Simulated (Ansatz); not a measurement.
**CH5NSSi: rigid torsion scan in Python**

The task is a rigid torsion scan, for CH5NSSi.

All numbers are computed with the Python package of Ansatz 0.2.0. Level of theory: PBE/cc-pVDZ.

**1. The system**

Bond lengths: N1–C2 1.440 Å, C2–Si3 1.826 Å, C2–S4 1.622 Å, Si3–S4 2.119 Å, N1–H5 1.047 Å, N1–H6 1.087 Å, C2–H7 1.104 Å, Si3–H8 1.492 Å, Si3–H9 1.516 Å. Angles (14 of 16 angles, heavy atoms first): N1–C2–Si3 120.7°, N1–C2–S4 115.0°, Si3–C2–S4 75.6°, C2–Si3–S4 47.9°, C2–S4–Si3 56.6°, N1–C2–H7 112.5°, Si3–C2–H7 112.4°, S4–C2–H7 116.1°, C2–N1–H5 108.4°, C2–N1–H6 108.7°, C2–Si3–H8 118.9°, C2–Si3–H9 120.0°, S4–Si3–H8 106.8°, S4–Si3–H9 107.8°.

No structure file is read: the coordinates are typed or built in the script.

**2. Script**

run_torsion.py

```python
# -*- coding: utf-8 -*-
'''Rigid torsion scan of CH5NSSi.'''

import ansatz as az
from ase import Atoms

BASIS = 'cc-pVDZ'
FUNCTIONAL = 'PBE'
FMAX = 0.02


def main():
    atoms = Atoms(['N', 'C', 'Si', 'S', 'H', 'H', 'H', 'H', 'H'], positions=[
        [0.1411, 1.4403, 0.4437],
        [0.2598, 0.2959, -0.4224],
        [0.2603, -1.3956, 0.2645],
        [-1.1482, -0.341, -0.9155],
        [-0.7787, 1.3857, 0.9402],
        [-0.073, 2.3159, -0.1643],
        [1.0293, 0.434, -1.2012],
        [0.7738, -2.516, -0.5762],
        [-0.3759, -1.6654, 1.6142],
    ])

    # relax first, so that the scan starts from a minimum
    first = az.Crystal.molecule_from_ase(atoms).calculation()
    first = first.basis(gaussian=BASIS)
    first = first.functional(FUNCTIONAL)
    first = first.relax(force_tolerance=FMAX, max_steps=80)
    atoms.positions = first.run(threads=1).report['positions_ang']

    start = atoms.get_dihedral(2, 1, 0, 4)
    energies = {}
    for turn in range(0, 360, 30):
        turned = atoms.copy()
        turned.set_dihedral(2, 1, 0, 4, start + turn, indices=[0, 4, 5])
        base = az.Crystal.molecule_from_ase(turned).calculation()
        base = base.basis(gaussian=BASIS)
        base = base.functional(FUNCTIONAL)
        energies[round((start + turn) % 360)] = base.run(threads=1).report['free_energy_ev']
    floor = min(energies.values())
    print('dihedral Si2-C1-N0-H4 (deg)   E - E(min) (kJ/mol)')
    for angle, e in sorted(energies.items()):
        print(f'{angle:8d} {96.485332 * (e - floor):14.3f}  ' + '#' * int(30 * (e - floor) / max(max(energies.values()) - floor, 1e-9)))


if __name__ == '__main__':
    main()
```

**3. The calls as engine input**

The engine receives this input (first run):

```yaml
crystal:
  periodic: [false, false, false]
  atoms:
    - { symbol: "N", position_ang: [0.1411, 1.4403, 0.4437] }
    - { symbol: C, position_ang: [0.2598, 0.2959, -0.4224] }
    - { symbol: Si, position_ang: [0.2603, -1.3956, 0.2645] }
    - { symbol: S, position_ang: [-1.1482, -0.341, -0.9155] }
    - { symbol: H, position_ang: [-0.7787, 1.3857, 0.9402] }
    - { symbol: H, position_ang: [-0.073, 2.3159, -0.1643] }
    - { symbol: H, position_ang: [1.0293, 0.434, -1.2012] }
    - { symbol: H, position_ang: [0.7738, -2.516, -0.5762] }
    - { symbol: H, position_ang: [-0.3759, -1.6654, 1.6142] }
basis:
  gaussian:
    orbitals: cc-pVDZ
hamiltonian:
  xc: pbe
relax:
  f_tol: 0.02
  max_steps: 80
```

**4. The run**

Launch:

```sh
$ python run_torsion.py
```

Without the output at hand: what should come out? Wanted: range of energy; lowest point, turn.

**Answer**, as computed:

| quantity | value |
| --- | --- |
| runs compared | 12 |
| range of energy | 0.665 eV |
| lowest point, turn (°) | 0 |

What this shows: The lowest point lies at a turn of 0°, the highest 0.665 eV (64.1 kJ/mol) above it at 270°. The grid can miss the true lowest and highest points, and the rest of the molecule is held rigid. Run 0: The relaxation took 8 moves; the largest shift is 0.464 Å, of atom 4 (S). The scan is rigid and the energies are electronic, in a modest basis. With rigid groups the curve can differ much from the relaxed path, the start wasn't checked as a minimum of this torsion, and equivalent turns needn't return to the same energy.
